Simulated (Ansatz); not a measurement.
# Cl₂HInO: up Jacob's ladder to CCSD(T)

An exercise on one series of results from a longer session: the logs are not shown, and one member is left open.

The runs use Ansatz 0.2.0, Gaussian basis; functionals in def2-TZVPP, the program's frozen cores in correlated methods.

Plan: LDA (SPW92), PBE-D4, revPBE-D4, BLYP-D4, r2SCAN-D4, B97M-V, PBE0-D4, B3LYP-D4, r2SCANh-D4, r2SCAN0-D4, HSE06-D4, BHLYP-D4, CAM-B3LYP-D4, LC-ωPBE, ωB97X-V, ωB97M-V, B2PLYP, PBE-QIDH; CCSD(T)/def2-SVP; CCSD(T)/def2-TZVPP; MP2/def2-QZVPP; extrapolation to the limit; RPA on PBE.

## Structure used throughout

The geometry comes from an earlier relaxation with PBE0-D4 in a triple-zeta def2 set; it is a stationary point. In takes the def2 core potential; no spin-orbit term is included.

SMILES `[OH][In]([Cl])[Cl]`, 5 atoms, charge 0, spin multiplicity 1.

Atoms are counted from 1 here; the program's logs count them from 0.

Bond lengths: O1–In2 1.961 Å, O1–H5 0.962 Å, In2–Cl3 2.307 Å, In2–Cl4 2.290 Å. Angles: In2–O1–H5 111.7°, O1–In2–Cl3 119.6°, O1–In2–Cl4 119.8°, Cl3–In2–Cl4 120.6°.

The first run:

File in.yaml:

```yaml
crystal:
  periodic: [false, false, false]
  atoms:
    - {symbol: O, position_ang: [-0.347781, 1.510225, -0.137209]}
    - {symbol: In, position_ang: [-0.087867, -0.432873, -0.100810]}
    - {symbol: Cl, position_ang: [1.722607, -1.320577, 1.019928]}
    - {symbol: Cl, position_ang: [-1.580642, -1.801637, -1.170588]}
    - {symbol: H, position_ang: [0.343583, 1.971162, 0.347179]}
basis:
  gaussian: {orbitals: def2-TZVPP}
hamiltonian: {xc: lda}
output: {orbitals: {seedname: orbitals}}
```

Among the steps run: LDA; PBE-D4 (GGA); revPBE-D4 (GGA); BLYP-D4 (GGA); r2SCAN-D4 (meta-GGA); B97M-V (meta-GGA); PBE0-D4 (hybrid); B3LYP-D4 (hybrid); r2SCANh-D4 (hybrid); r2SCAN0-D4 (hybrid); HSE06-D4 (hybrid); BHLYP-D4 (hybrid); CAM-B3LYP-D4 (range-separated); LC-ωPBE-D4 (range-separated; the results give it without D4); ωB97X-V (range-separated); ωB97M-V (range-separated); B2PLYP (double hybrid); PBE-QIDH (double hybrid).

One table of the session follows, with a row left open; its other results are not shown here.

It belongs to the step «Orbital energies across the functionals». 

```
  functional  HOMO (eV)  LUMO (eV)  gap (eV)
 LDA (SPW92)      -7.87      -3.78      4.09
      PBE-D4      -7.64      -3.45      4.19
   revPBE-D4      -7.56      -3.32      4.24
     BLYP-D4      -7.53      -3.41      4.11
   r2SCAN-D4          ?          ?         ?
      B97M-V      -8.07      -3.29      4.78
     PBE0-D4      -9.24      -2.56      6.68
    B3LYP-D4      -8.96      -2.89      6.08
  r2SCANh-D4      -8.63      -2.92      5.71
  r2SCAN0-D4      -9.49      -2.44      7.05
    HSE06-D4      -8.84      -2.93      5.91
    BHLYP-D4     -10.55      -1.69      8.85
CAM-B3LYP-D4     -10.63      -1.62      9.01
     LC-ωPBE     -12.03      -0.29     11.74
     ωB97X-V     -11.65      -0.47     11.18
     ωB97M-V     -11.51      -0.60     10.92
```

Estimate the missing values for r2SCAN-D4.

Worked estimate for «HOMO (eV)». Against the share of exact exchange, r2SCANh-D4 (0.1, -8.63), r2SCAN0-D4 (0.25, -9.49) give a slope of -5.73 per unit share; at 0 the line stands at -8.06.

**Answer.** HOMO (eV): -8.02; LUMO (eV): -3.24; gap (eV): 4.78. In «HOMO (eV)» the line misses by -0.04.
